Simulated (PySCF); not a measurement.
**The bond of YbP, level by level**

What are the lowest state that PBE0 finds, the bond length, vibrational wavenumber and bond energy of YbP, and how much do these hang on the method?

Program: PySCF 2.14.0. Level of theory: Yb x2c-SVPall, P x2c-SVPall, spin-free X2C with a Gaussian nucleus. These are calculated values, not measurements.

## (1) The job

Settings of the job:

```
atoms                         : Yb, P
charge                        : 0
basis                         : Yb x2c-SVPall, P x2c-SVPall
Hamiltonian                   : spin-free X2C with a Gaussian nucleus
basis functions               : 103
electrons treated             : 85
masses in u                   : 173.9389, 30.9738
levels                        : PBE0, PBE, r²SCAN, BLYP, r²SCANh, HF, MP2, SCS-MP2
grid                          : 80 radial by 434 angular points
occupations                   : held fixed by the projection of orbital angular momentum
dissociation limit            : Yb + P, each in its ground configuration
starting distance in angstrom : 2.355
values of 2S to try           : 1, 3
```

On the command line:

```bash
> OMP_NUM_THREADS=2 python dia.py task.json out
```

After this run come: First curve: PBE0; Higher solutions at PBE0; PBE (GGA); r²SCAN (meta-GGA); BLYP (GGA); r²SCANh; UHF.

What does the calculation give? Wanted: for each run, Re; ωe; De; μ.

As calculated:

Lowest PBE0 solution found, without spin–orbit coupling: ⁴Σ⁻ (quartet), unpaired electrons σ ↑, π ↑↑, about 13.8 electrons in the 4f shell (Mulliken). State 2 has its PBE0 minimum 0.03 eV higher. The other levels ran on the lowest alone.

```csv
level,Re (Å),ωe (cm⁻¹),De (eV),μ (D)
UHF,2.931,203.3,0.260,-5.20
UHF-MP2,2.798,209.6,0.274,n/a
UHF-SCS-MP2,2.837,199.7,0.215,n/a
PBE,2.704,216.0,1.31,-3.66
BLYP,2.738,205.5,1.16,-3.42
r²SCAN,2.692,218.9,1.34,-4.31
r²SCANh,2.763,199.4,1.17,-4.19
PBE0,2.825,200.9,1.00,-3.91
```

De is counted to Yb + P in their ground configurations. A positive dipole means Yb(−)P(+).

In words: Bond lengths run from 2.692 Å (r²SCAN) to 2.931 Å (UHF). Among the levels with a De in the table, it runs from 0.215 eV (UHF-SCS-MP2) to 1.34 eV (r²SCAN).

Correlated steps freeze 23 core orbitals. These are scalar-relativistic numbers at best; spin–orbit coupling would shift them, the dissociation energy most. With d or f electrons several states lie close, and the lowest PBE0 determinant need not be the measured ground state. With spin–orbit coupling the term label itself may not hold.
